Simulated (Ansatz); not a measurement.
# Cl4H2NTi with multiplicity 2: a relaxation

Wanted: the relaxed geometry, from a rough start. Meant to form: Cl2–N6; to break: Ti1–Cl2. The start is a guess near the saddle point, from which both ends are pulled out.

Program: Ansatz 0.2.0. Level of theory: UKS PBE/def2-SVP. These are calculated values, not measurements.

### 1 The system as given

Bond lengths: Ti1–Cl2 2.620 Å, Ti1–Cl3 2.370 Å, Ti1–Cl4 2.368 Å, Ti1–Cl5 2.368 Å, Cl2–N6 2.030 Å, N6–H7 1.060 Å, N6–H8 1.060 Å. Angles: Ti1–Cl2–N6 180.0°, Cl2–Ti1–Cl3 109.4°, Cl2–Ti1–Cl4 109.5°, Cl2–Ti1–Cl5 109.5°, Cl3–Ti1–Cl4 109.5°, Cl3–Ti1–Cl5 109.5°, Cl4–Ti1–Cl5 109.5°, Cl2–N6–H7 120.0°, Cl2–N6–H8 120.0°, H7–N6–H8 120.0°.

As a file:

```xyz
8

Ti    0.0000    0.0000    0.0000
Cl    0.0000    0.0000    2.6200
Cl    2.2349    0.0000   -0.7892
Cl   -1.1163    1.9339   -0.7892
Cl   -1.1163   -1.9339   -0.7892
N     0.0000    0.0000    4.6500
H    -0.4960   -0.7725    5.1800
H     0.4960    0.7725    5.1800
```

### 2 Pulling towards end A

Springs on the bonds that form and break draw the guess towards this end; the thresholds are loose.

input.yaml

```yaml
crystal:
  periodic: [false, false, false]
  atoms:
    - { symbol: Ti, position_ang: [0.0, 0.0, 0.0] }
    - { symbol: Cl, position_ang: [0.0, 0.0, 2.62] }
    - { symbol: Cl, position_ang: [2.2349, 0.0, -0.7892] }
    - { symbol: Cl, position_ang: [-1.1163, 1.9339, -0.7892] }
    - { symbol: Cl, position_ang: [-1.1163, -1.9339, -0.7892] }
    - { symbol: "N", position_ang: [0.0, 0.0, 4.65] }
    - { symbol: H, position_ang: [-0.496, -0.7725, 5.18] }
    - { symbol: H, position_ang: [0.496, 0.7725, 5.18] }
magnetization:
  spin_polarized: true
  initial_magnetization: 1
basis:
  gaussian: { orbitals: def2-SVP }
hamiltonian:
  xc: pbe
relax:
  f_tol: 0.15
  max_steps: 25
  restrain:
    - { distance: [1, 5], at: 2.93, k: 30.0 }
    - { distance: [0, 1], at: 2.37, k: 30.0 }
```

On the command line:

```
$ ansatz run input.yaml --threads 4 --pin off --max-ram 5120MiB --backend cpu --events-out ev --progress --plain --runs-dir out
```

Standard output, cut to the lines that bear on the results:

```text
Warning: RAYON_NUM_THREADS=4 ignored (pool sized by the plan → 4); use --threads N
[...]
Functional definition: PBE
[...]
1448 factors; their error is unknown
[...]
mean field -74683.30256109 eV, -2744.5607469593 hartree, gradient 6.6e-6 eV, S^2 0.790273; 10 other end points of the search recorded, 0 dependent functions left out
[...]
reference -74683.30266893 eV, -2744.5607509224 hartree; 50, 49 occupied and 77, 78 virtual orbitals, 1448 factors
relax step   1: F+E_penalty+E_count = -74683.30256109 eV  Δ(F+E_penalty+E_count) = +0.000e0 eV  max|allowed force component| = 1.909e0 eV/Å  E_restraint = 13.08750000 eV  max|allowed force component, restraints' pulls added| = 3.537e1 eV/Å  Δτ_max = 0.0000 Å  (553 SCF iters, accepted)
[...]
relax step   3: F+E_penalty+E_count = -74684.70543330 eV  Δ(F+E_penalty+E_count) = -5.555e-1 eV  max|allowed force component| = 3.073e0 eV/Å  E_restraint = 1.27423927 eV  max|allowed force component, restraints' pulls added| = 6.892e0 eV/Å  Δτ_max = 0.1948 Å  (49 SCF iters, accepted)
[...]
relax step   5: F+E_penalty+E_count = -74685.59309801 eV  Δ(F+E_penalty+E_count) = -3.586e-1 eV  max|allowed force component| = 1.964e0 eV/Å  E_restraint = 0.05414206 eV  max|allowed force component, restraints' pulls added| = 1.316e0 eV/Å  Δτ_max = 0.1913 Å  (40 SCF iters, accepted)
[...]
relax step  11: F+E_penalty+E_count = -74685.75077276 eV  Δ(F+E_penalty+E_count) = -6.365e-3 eV  max|allowed force component| = 1.601e0 eV/Å  E_restraint = 0.04091935 eV  max|allowed force component, restraints' pulls added| = 5.840e-2 eV/Å  Δτ_max = 0.0608 Å  (38 SCF iters, accepted)
  distance Cl 1 - N 5 = 2.9309 Å
  distance Ti 0 - Cl 1 = 2.3178 Å
1448 factors; their error is unknown
[...]
mean field -74685.75077276 eV, -2744.6507170787 hartree, gradient 9.0e-6 eV, S^2 0.752605; 3 other end points of the search recorded, 0 dependent functions left out
[...]
reference -74685.75087776 eV, -2744.6507209375 hartree; 50, 49 occupied and 77, 78 virtual orbitals, 1448 factors
Total energy: -74685.75087776 eV, -2744.6507209375 hartree
Atom 0 at     0.005045    -0.003176    -0.101646 Å, force     0.022923    -0.011449     1.586274 eV/Å
Atom 1 at     0.043101    -0.025349     2.215714 Å, force    -0.028370     0.017125    -1.601039 eV/Å
Atom 2 at     2.035316     0.007099    -0.865677 Å, force    -0.004305     0.000231    -0.002950 eV/Å
Atom 3 at    -1.030329     1.776325    -0.789859 Å, force     0.000978    -0.005516    -0.007169 eV/Å
Atom 4 at    -1.031902    -1.765386    -0.828408 Å, force     0.000521     0.005158    -0.005439 eV/Å
Atom 5 at     0.364239    -0.234332     5.121473 Å, force    -0.054023     0.028802     0.085491 eV/Å
Atom 6 at    -0.625430    -0.552756     5.253921 Å, force     0.046536     0.003177    -0.027811 eV/Å
Atom 7 at     0.242260     0.797575     5.256883 Å, force     0.015740    -0.037528    -0.027357 eV/Å
Dipole moment:    -0.294629     0.188753    -0.042571 e Å
```

Run time: 45 s. Hardware: 4 threads of Intel Xeon at 2.60GHz (Ice Lake), shared host; peak memory 0.39 GiB.

The steps of the relaxation:

| step | energy from step 1 (eV) | largest force component (eV/Å) |
| --- | --- | --- |
| 1 | 0.0000 | 1.9090 |
| 2 | -0.8474 | 3.4350 |
| 3 | -1.4029 | 3.0733 |
| 4 | -1.9320 | 2.7295 |
| 5 | -2.2905 | 1.9640 |
| 6 | -2.3323 | 1.9002 |
| 7x | -2.3306 | 2.1062 |
| 8 | -2.4132 | 1.6963 |
| 9 | -2.4384 | 1.6276 |
| 10 | -2.4418 | 1.6202 |
| 11 | -2.4482 | 1.6010 |

Step 1 is the start. 1 step was tried and not accepted (7; marked x where the table lists them). Energies and forces in the table leave out the springs, which the log lists apart; the run stops on the force with the springs' pull added.

After: Bond lengths: Ti1–Cl2 2.318 Å, Ti1–Cl3 2.169 Å, Ti1–Cl4 2.171 Å, Ti1–Cl5 2.170 Å, N6–H7 1.048 Å, N6–H8 1.048 Å. Angles: Cl2–Ti1–Cl3 109.7°, Cl2–Ti1–Cl4 109.4°, Cl2–Ti1–Cl5 109.6°, Cl3–Ti1–Cl4 109.3°, Cl3–Ti1–Cl5 109.5°, Cl4–Ti1–Cl5 109.4°, H7–N6–H8 100.0°.

Pairs that crossed the distance rule for bonds on the way: moved apart Cl2–N6.

### 3 End point A

It starts where the restrained run ended.

input.yaml

```yaml
crystal:
  periodic: [false, false, false]
  atoms:
    - { symbol: Ti, position_ang: [0.005045, -0.003176, -0.101646] }
    - { symbol: Cl, position_ang: [0.043101, -0.025349, 2.215714] }
    - { symbol: Cl, position_ang: [2.035316, 0.007099, -0.865677] }
    - { symbol: Cl, position_ang: [-1.030329, 1.776325, -0.789859] }
    - { symbol: Cl, position_ang: [-1.031902, -1.765386, -0.828408] }
    - { symbol: "N", position_ang: [0.364239, -0.234332, 5.121473] }
    - { symbol: H, position_ang: [-0.62543, -0.552756, 5.253921] }
    - { symbol: H, position_ang: [0.24226, 0.797575, 5.256883] }
magnetization:
  spin_polarized: true
  initial_magnetization: 1
basis:
  gaussian: { orbitals: def2-SVP }
hamiltonian:
  xc: pbe
relax:
  f_tol: 0.03
  max_steps: 50
output:
  orbitals: {}
```

On the command line:

```
$ ansatz run input.yaml --threads 4 --pin off --max-ram 5120MiB --backend cpu --events-out ev --progress --plain --runs-dir out
```

Standard output, cut to the lines that bear on the results:

```text
Warning: RAYON_NUM_THREADS=4 ignored (pool sized by the plan → 4); use --threads N
[...]
[... 1 set-up line as earlier in the session ...]
[...]
1448 factors; their error is unknown
[...]
mean field -74685.75077370 eV, -2744.6507171133 hartree, gradient 2.3e-5 eV, S^2 0.752605; 2 other end points of the search recorded, 0 dependent functions left out
[...]
reference -74685.75087871 eV, -2744.6507209722 hartree; 50, 49 occupied and 77, 78 virtual orbitals, 1448 factors
relax step   1: F+E_penalty+E_count = -74685.75077370 eV  Δ(F+E_penalty+E_count) = +0.000e0 eV  max|allowed force component| = 1.601e0 eV/Å  Δτ_max = 0.0000 Å  (69 SCF iters, accepted)
[...]
relax step   6: F+E_penalty+E_count = -74685.87841678 eV  Δ(F+E_penalty+E_count) = -6.324e-4 eV  max|allowed force component| = 4.945e-2 eV/Å  Δτ_max = 0.0431 Å  (37 SCF iters, accepted)
[...]
reference -74685.87868448 eV, -2744.6554177477 hartree; 50, 49 occupied and 77, 78 virtual orbitals, 1448 factors
Total energy: -74685.87868448 eV, -2744.6554177477 hartree
Atom 0 at     0.006288    -0.003204    -0.077990 Å, force     0.001191    -0.000584     0.004182 eV/Å
Atom 1 at     0.053662    -0.029570     2.097770 Å, force     0.001177    -0.000641    -0.001766 eV/Å
Atom 2 at     2.038978     0.008643    -0.847777 Å, force     0.003219     0.000213    -0.001628 eV/Å
Atom 3 at    -1.036061     1.781527    -0.756546 Å, force    -0.002171     0.003272    -0.000162 eV/Å
Atom 4 at    -1.036917    -1.768592    -0.801438 Å, force    -0.002198    -0.002909    -0.000804 eV/Å
Atom 5 at     0.368049    -0.238587     5.186045 Å, force    -0.009851     0.006935    -0.000790 eV/Å
Atom 6 at    -0.630705    -0.549621     5.229965 Å, force     0.007145     0.001668     0.000502 eV/Å
Atom 7 at     0.239006     0.799404     5.232373 Å, force     0.001488    -0.007954     0.000466 eV/Å
Dipole moment:    -0.301665     0.194490     0.028981 e Å
```

It took 20 s on 4 threads of Intel Xeon at 2.60GHz (Ice Lake), shared host; peak memory 0.26 GiB.

Step by step:

| step | energy from step 1 (eV) | largest force component (eV/Å) |
| --- | --- | --- |
| 1 | 0.0000 | 1.6010 |
| 2 | -0.0570 | 1.6601 |
| 3 | -0.0860 | 0.9932 |
| 4 | -0.1268 | 0.0315 |
| 5 | -0.1270 | 0.0318 |
| 6 | -0.1276 | 0.0494 |
| 7 | -0.1278 | 0.0099 |

Step 1 is the start.

After: Bond lengths: Ti1–Cl2 2.176 Å, Ti1–Cl3 2.174 Å, Ti1–Cl4 2.175 Å, Ti1–Cl5 2.174 Å, N6–H7 1.047 Å, N6–H8 1.047 Å. Angles: Cl2–Ti1–Cl3 109.5°, Cl2–Ti1–Cl4 109.4°, Cl2–Ti1–Cl5 109.5°, Cl3–Ti1–Cl4 109.5°, Cl3–Ti1–Cl5 109.6°, Cl4–Ti1–Cl5 109.4°, H7–N6–H8 100.1°.

### 4 Results

| quantity | value |
| --- | --- |
| end A | 6 moves, 0.128 eV lower |

In words: The relaxation gains 0.13 eV in 6 moves, with Cl2 moving most (0.12 Å); the start's largest force component was 1.6 eV/Å.
